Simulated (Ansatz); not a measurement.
The system is Sc3Te.

```
CELL_PARAMETERS angstrom
0.00000 3.56950 3.56950
3.56950 0.00000 3.56950
3.56950 3.56950 0.00000
ATOMIC_POSITIONS crystal
Sc 0.25000 0.25000 0.25000
Sc 0.75000 0.75000 0.75000
Sc 0.50000 0.50000 0.50000
Te 0.00000 0.00000 0.00000
```

The cell was built by a generator and needn't be a form met in nature.

Base run:

```yaml
Program: Ansatz 0.2.0
Functional: PBE
Potentials_or_basis: Ansatz PAW
Cutoff: "420 eV (not typed: the program's choice for these potentials)"
k_mesh: 5 × 5 × 5
Occupations: fermi-dirac, width 0.05 eV
Spin: no spin polarisation
Hubbard_terms: Sc d U = 6 eV
```

Its results: band gap on the k mesh none (metal or under the smearing width); pressure 11.7 GPa.

Question: The run is repeated on the same cell with these changes: hubbard terms from Sc d U = 6 eV to Sc d U = 3 eV. What comes out?

Answer: Band gap on the k mesh none (metal or under the smearing width); pressure 5.6 GPa.

Caveats: U without spin polarisation on a metal has little footing; the U is typed as a test and isn't derived for this compound.
